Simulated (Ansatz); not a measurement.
**C2H7NOSn: up Jacob's ladder to CCSD(T)**

One table from this session's results is given with a row withheld; the runs are named, their logs left out.

The runs use Ansatz 0.2.0, Gaussian basis; functionals in def2-TZVPP, the program's frozen cores in correlated methods.

Plan: PBE-D4, r2SCAN-D4, PBE0-D4, B3LYP-D4, ωB97X-V, ωB97M-V, B2PLYP; CCSD(T)/def2-TZVPP; MP2/def2-QZVPP; extrapolation to the limit.

**The relaxed structure**

The geometry comes from an earlier relaxation with PBE0-D4 in a triple-zeta def2 set; it is a stationary point, not always the lowest conformer. Sn takes the def2 core potential; no spin-orbit term is included.

SMILES `CO[C](=N)[SnH3]`, 12 atoms, charge 0, spin multiplicity 1.

Atoms are counted from 1 here; the program's logs count them from 0.

Bond lengths: C1–O2 1.418 Å, C1–H6 1.088 Å, C1–H7 1.094 Å, C1–H8 1.094 Å, O2–C3 1.354 Å, C3–N4 1.261 Å, C3–Sn5 2.158 Å, N4–H9 1.021 Å, Sn5–H10 1.699 Å, Sn5–H11 1.706 Å, Sn5–H12 1.706 Å. Angles: O2–C1–H6 106.1°, O2–C1–H7 111.2°, O2–C1–H8 111.2°, H6–C1–H7 109.4°, H6–C1–H8 109.4°, H7–C1–H8 109.5°, C1–O2–C3 117.4°, O2–C3–N4 128.2°, O2–C3–Sn5 111.7°, N4–C3–Sn5 120.1°, C3–N4–H9 113.9°, C3–Sn5–H10 108.1°, C3–Sn5–H11 108.8°, C3–Sn5–H12 108.8°, H10–Sn5–H11 110.8°, H10–Sn5–H12 110.8°, H11–Sn5–H12 109.3°.

The first run:

in.yaml reads:

```yaml
crystal:
  periodic: [false, false, false]
  atoms:
    - {symbol: C, position_ang: [-1.432309, 0.855347, 1.197753]}
    - {symbol: O, position_ang: [-0.275011, 0.799935, 0.381020]}
    - {symbol: C, position_ang: [0.069327, -0.405324, -0.132044]}
    - {symbol: N, position_ang: [-0.513478, -1.513189, 0.021536]}
    - {symbol: Sn, position_ang: [1.852207, -0.278425, -1.341946]}
    - {symbol: H, position_ang: [-1.534590, 1.893775, 1.504868]}
    - {symbol: H, position_ang: [-2.324710, 0.551474, 0.642028]}
    - {symbol: H, position_ang: [-1.322383, 0.223647, 2.084520]}
    - {symbol: H, position_ang: [-1.345585, -1.464808, 0.611163]}
    - {symbol: H, position_ang: [2.194752, -1.830357, -1.943195]}
    - {symbol: H, position_ang: [1.574349, 0.818849, -2.617938]}
    - {symbol: H, position_ang: [3.134531, 0.293976, -0.373767]}
basis:
  gaussian: {orbitals: def2-TZVPP}
hamiltonian: {xc: pbe, dispersion: d4}
output: {forces: true, orbitals: {seedname: orbitals}}
```

The run is started by

```
$ ansatz run in.yaml --threads 4 --pin off --events-out ev --progress --plain --max-ram 10444MiB
```

Steps of the session up to this table: PBE-D4 (GGA); r2SCAN-D4 (meta-GGA); PBE0-D4 (hybrid); B3LYP-D4 (hybrid); ωB97X-V (range-separated); ωB97M-V (range-separated); B2PLYP (double hybrid); CCSD(T) in def2-TZVPP; MP2 in def2-QZVPP.

One of the session's tables, all rows but one given; the rest of the session is left out.

| method | atoms, summed (eV) | atomisation energy (eV) |
| --- | --- | --- |
| PBE-D4 | -11507.162 | 43.613 |
| r2SCAN-D4 | -11514.106 | 42.499 |
| PBE0-D4 | ? | ? |
| B3LYP-D4 | -11517.539 | 42.563 |
| ωB97X-V | -11512.481 | 42.779 |
| ωB97M-V | -11511.168 | 42.632 |
| B2PLYP | -11505.276 | 41.991 |
| HF/def2-TZVPP | -11468.019 | 28.849 |
| MP2/def2-TZVPP | -11485.254 | 41.769 |
| CCSD/def2-TZVPP | -11487.171 | 40.614 |
| CCSD(T)/def2-TZVPP | -11487.583 | 41.418 |
| MP2/CBS | -11497.028 | 42.940 |
| CCSD(T)/CBS | -11499.357 | 42.589 |

Estimate the missing values for PBE0-D4.

**Answer.** atoms, summed (eV): -11508.760; atomisation energy (eV): 42.503. In the column «atoms, summed (eV)» it lies between ωB97M-V (-11511.168) and PBE-D4 (-11507.162).

To keep in mind: Free atoms (2 C, 1 O, 1 N, 1 Sn, 7 H) were run apart at each level; the atomisation energy is their sum less the molecule, without zero-point or spin-orbit terms.
